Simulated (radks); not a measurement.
# Tl³⁺ in [Xe] 4f14 5d9 6p1: an all-electron calculation

What are the levels of the thallium ion Tl3+, how large are its shells, and how does its energy divide?

Method: scalar-relativistic Kohn-Sham, PBE, spin-polarised, spherical densities, point nucleus; open shells are filled with parallel spins first. Code: radks (a radial shooting solver on a logarithmic mesh, Libxc functionals) version 1.

### 1 What is computed

```
element       : thallium (Z = 81)
charge        : +3
electrons     : 78
configuration : [Xe] 4f14 5d9 6p1
```

Outer shells as boxes (Hund's rule):

Tl³⁺
```
[Xe] core
4f [↑↓][↑↓][↑↓][↑↓][↑↓][↑↓][↑↓]
5d [↑↓][↑↓][↑↓][↑↓][↑ ]
6p [↑ ][  ][  ]
```

### 2 The calculation

Input:

```text
Z 81
configuration [Xe] 4f14 5d9 6p1 6s0 5f0 6d0 7p0
relativity scalar-relativistic
functional pbe,pbe
spin polarised
nucleus point
c 137.035999084
```

On the command line:

```console
python run_ks.py task.json out
```

This one command runs every case of the session in turn.

**Question.** What will this run give?

As calculated:

```
                        quantity                   value
                    total energy     -20243.1286 hartree
exchange-correlation share of it                  1.86 %
                            −T/E                  1.1268
          highest occupied level       6p up, -27.048 eV
    most extended occupied level  6p up, <r> = 2.60 bohr
 radius at density 0.001 e/bohr³               3.73 bohr
    maxima of the radial density                       4
```

**Reading.** The radial density shows 4 maxima for 6 occupied principal shells; where shells overlap, one shows as a shoulder or not at all. −T/E is 1.127: with relativity the kinetic term as defined here no longer equals −E. This is not the tabulated ground configuration, so its levels and sizes aren't those of the ground state, and no measured value stands beside it.
